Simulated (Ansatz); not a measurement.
# F₂H₃N₂V: one species, many methods

The task here is to estimate one member of a computed series from the others.

Computed with Ansatz 0.2.0, Gaussian basis. Level: functionals in def2-TZVPP, the program's frozen cores in correlated methods.

Plan: LDA (SPW92), PBE-D4, revPBE-D4, BLYP-D4, r2SCAN-D4, B97M-V, PBE0-D4, B3LYP-D4, r2SCANh-D4, r2SCAN0-D4, HSE06-D4, BHLYP-D4, CAM-B3LYP-D4, LC-ωPBE, ωB97X-V, ωB97M-V, B2PLYP, PBE-QIDH; CCSD(T)/def2-SVP; CCSD(T)/def2-TZVPP; MP2/def2-QZVPP; extrapolation to the limit; RPA on PBE.

## Structure used throughout

All runs share one geometry, relaxed beforehand with PBE0-D4 in a triple-zeta def2 set.

SMILES `[NH]=[V]([NH2])([F])[F]`, 8 atoms, charge 0, spin multiplicity 1.

Atoms are counted from 1 here; the program's logs count them from 0.

Bond lengths: N1–V2 1.600 Å, N1–H6 1.012 Å, V2–N3 1.805 Å, V2–F4 1.743 Å, V2–F5 1.743 Å, N3–H7 1.007 Å, N3–H8 1.013 Å. Angles: V2–N1–H6 168.9°, N1–V2–N3 103.6°, N1–V2–F4 111.4°, N1–V2–F5 111.4°, N3–V2–F4 110.6°, N3–V2–F5 110.6°, F4–V2–F5 109.2°, V2–N3–H7 127.3°, V2–N3–H8 120.1°, H7–N3–H8 112.6°.

Coordinates:

```xyz
8
charge 0, multiplicity 1
N    -1.1980    0.8729    0.3802
V     0.0533    0.3577   -0.4739
N     0.6515   -1.0626    0.4650
F    -0.4279   -0.1249   -2.0776
F     1.2890    1.5808   -0.5913
H    -2.0038    1.3351    0.7805
H     0.2737   -1.4298    1.3228
H     1.4544   -1.5862    0.1385
```

The first run:

File in.yaml:

```yaml
crystal:
  periodic: [false, false, false]
  atoms:
    - {symbol: N, position_ang: [-1.197973, 0.872909, 0.380207]}
    - {symbol: V, position_ang: [0.053329, 0.357721, -0.473950]}
    - {symbol: N, position_ang: [0.651500, -1.062640, 0.465015]}
    - {symbol: F, position_ang: [-0.427936, -0.124895, -2.077639]}
    - {symbol: F, position_ang: [1.288960, 1.580752, -0.591253]}
    - {symbol: H, position_ang: [-2.003803, 1.335119, 0.780487]}
    - {symbol: H, position_ang: [0.273667, -1.429839, 1.322827]}
    - {symbol: H, position_ang: [1.454356, -1.586226, 0.138507]}
basis:
  gaussian: {orbitals: def2-TZVPP}
hamiltonian: {xc: lda}
output: {orbitals: {seedname: orbitals}}
```

The run is started by

```sh
> ansatz run in.yaml --threads 4 --pin off --events-out ev --progress --plain --max-ram 10444MiB
```

Steps of the session up to this table: LDA; PBE-D4 (GGA); revPBE-D4 (GGA); BLYP-D4 (GGA); r2SCAN-D4 (meta-GGA); B97M-V (meta-GGA); B3LYP-D4 (hybrid); r2SCANh-D4 (hybrid); r2SCAN0-D4 (hybrid); HSE06-D4 (hybrid); BHLYP-D4 (hybrid); CAM-B3LYP-D4 (range-separated); LC-ωPBE (range-separated); ωB97X-V (range-separated); ωB97M-V (range-separated); B2PLYP (double hybrid); PBE-QIDH (double hybrid).

One table of the session follows, with a row left open; its other results are not shown here.

It belongs to the step «Frontier levels by functional». 

| functional | HOMO (eV) | LUMO (eV) | gap (eV) |
| --- | --- | --- | --- |
| LDA (SPW92) | -7.32 | -3.59 | 3.73 |
| PBE-D4 | -7.09 | -3.33 | 3.76 |
| revPBE-D4 | -7.01 | -3.24 | 3.77 |
| BLYP-D4 | -6.99 | -3.27 | 3.72 |
| r2SCAN-D4 | -7.41 | -3.34 | 4.07 |
| B97M-V | -7.46 | -3.37 | 4.10 |
| PBE0-D4 | -8.53 | -2.42 | 6.12 |
| B3LYP-D4 | -8.30 | -2.71 | 5.59 |
| r2SCANh-D4 | -7.95 | -2.98 | 4.98 |
| r2SCAN0-D4 | -8.76 | -2.42 | 6.34 |
| HSE06-D4 | -8.12 | -2.80 | 5.32 |
| BHLYP-D4 | -9.87 | -1.40 | 8.47 |
| CAM-B3LYP-D4 | -9.98 | -1.30 | 8.67 |
| LC-ωPBE | -11.34 | -0.06 | 11.28 |
| ωB97X-V | -10.96 | -0.12 | 10.84 |
| ωB97M-V | ? | ? | ? |

Estimate the missing values for ωB97M-V.

**Answer.** HOMO (eV): -10.87; LUMO (eV): -0.13; gap (eV): 10.74. In the column «HOMO (eV)» it lies between ωB97X-V (-10.96) and CAM-B3LYP-D4 (-9.98).
